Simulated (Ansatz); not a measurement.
**CH₃F₂OV: a ladder of functionals and wavefunction methods**

The task here is to estimate one member of a computed series from the others.

The runs use Ansatz 0.2.0, Gaussian basis; functionals in def2-TZVPP, the program's frozen cores in correlated methods.

The runs, in order: LDA (SPW92), PBE-D4, revPBE-D4, BLYP-D4, r2SCAN-D4, B97M-V, PBE0-D4, B3LYP-D4, r2SCANh-D4, r2SCAN0-D4, HSE06-D4, BHLYP-D4, CAM-B3LYP-D4, LC-ωPBE, ωB97X-V, ωB97M-V, B2PLYP, PBE-QIDH; CCSD(T)/def2-SVP; CCSD(T)/def2-TZVPP; MP2/def2-QZVPP; extrapolation to the limit; RPA on PBE.

## The geometry

All runs share one geometry, relaxed beforehand with PBE0-D4 in a triple-zeta def2 set.

SMILES `[CH3][V](=[O])([F])[F]`, 8 atoms, charge 0, spin multiplicity 1.

Atoms are counted from 1 here; the program's logs count them from 0.

Bond lengths: C1–V2 1.989 Å, C1–H6 1.092 Å, C1–H7 1.092 Å, C1–H8 1.093 Å, V2–O3 1.549 Å, V2–F4 1.723 Å, V2–F5 1.723 Å. Angles: V2–C1–H6 108.5°, V2–C1–H7 108.5°, V2–C1–H8 106.9°, H6–C1–H7 110.2°, H6–C1–H8 111.3°, H7–C1–H8 111.3°, C1–V2–O3 103.2°, C1–V2–F4 106.9°, C1–V2–F5 106.8°, O3–V2–F4 111.4°, O3–V2–F5 111.4°, F4–V2–F5 116.2°.

Set-up of the first run:

Contents of in.yaml:

```yaml
crystal:
  periodic: [false, false, false]
  atoms:
    - {symbol: C, position_ang: [-0.903095, -0.082423, 0.476850]}
    - {symbol: V, position_ang: [0.852537, 0.057884, -0.447221]}
    - {symbol: O, position_ang: [1.733796, -0.966695, 0.308910]}
    - {symbol: F, position_ang: [0.596015, -0.421222, -2.082627]}
    - {symbol: F, position_ang: [1.416268, 1.668565, -0.206735]}
    - {symbol: H, position_ang: [-1.263749, -1.108269, 0.381695]}
    - {symbol: H, position_ang: [-0.761985, 0.172245, 1.528858]}
    - {symbol: H, position_ang: [-1.577586, 0.622916, -0.015431]}
basis:
  gaussian: {orbitals: def2-TZVPP}
hamiltonian: {xc: lda}
output: {orbitals: {seedname: orbitals}}
```

On the command line:

```bash
> ansatz run in.yaml --threads 4 --pin off --events-out ev --progress --plain --max-ram 10444MiB
```

Steps of the session up to this table: LDA; PBE-D4 (GGA); revPBE-D4 (GGA); BLYP-D4 (GGA); r2SCAN-D4 (meta-GGA); B97M-V (meta-GGA); PBE0-D4 (hybrid); B3LYP-D4 (hybrid); r2SCANh-D4 (hybrid); r2SCAN0-D4 (hybrid); HSE06-D4 (hybrid); BHLYP-D4 (hybrid); CAM-B3LYP-D4 (range-separated); LC-ωPBE (range-separated); ωB97X-V (range-separated); ωB97M-V (range-separated); B2PLYP (double hybrid); PBE-QIDH (double hybrid).

One of the session's tables, all rows but one given; the rest of the session is left out.

It belongs to the step «Frontier levels by functional». 

| functional | HOMO (eV) | LUMO (eV) | gap (eV) |
| --- | --- | --- | --- |
| LDA (SPW92) | -8.08 | -4.81 | 3.27 |
| PBE-D4 | -7.88 | -4.49 | 3.39 |
| revPBE-D4 | -7.80 | -4.38 | 3.42 |
| BLYP-D4 | -7.78 | -4.42 | 3.37 |
| r2SCAN-D4 | -8.24 | -4.44 | 3.80 |
| B97M-V | -8.34 | -4.38 | 3.96 |
| PBE0-D4 | -9.43 | -3.41 | 6.02 |
| B3LYP-D4 | -9.19 | -3.73 | 5.46 |
| r2SCANh-D4 | ? | ? | ? |
| r2SCAN0-D4 | -9.67 | -3.36 | 6.32 |
| HSE06-D4 | -9.02 | -3.79 | 5.23 |
| BHLYP-D4 | -10.89 | -2.11 | 8.79 |
| CAM-B3LYP-D4 | -10.88 | -2.24 | 8.64 |
| LC-ωPBE | -12.21 | -0.99 | 11.21 |
| ωB97X-V | -11.86 | -1.01 | 10.84 |
| ωB97M-V | -11.77 | -0.99 | 10.77 |

Q: Estimate the row for r2SCANh-D4 from the others.

Worked estimate for «HOMO (eV)». Against the share of exact exchange, r2SCAN-D4 (0, -8.24), r2SCAN0-D4 (0.25, -9.67) give a slope of -5.72 per unit share; at 0.1 the line stands at -8.81.

**Answer.** HOMO (eV): -8.81; LUMO (eV): -4.02; gap (eV): 4.80. In «HOMO (eV)» the line misses by 0.00.
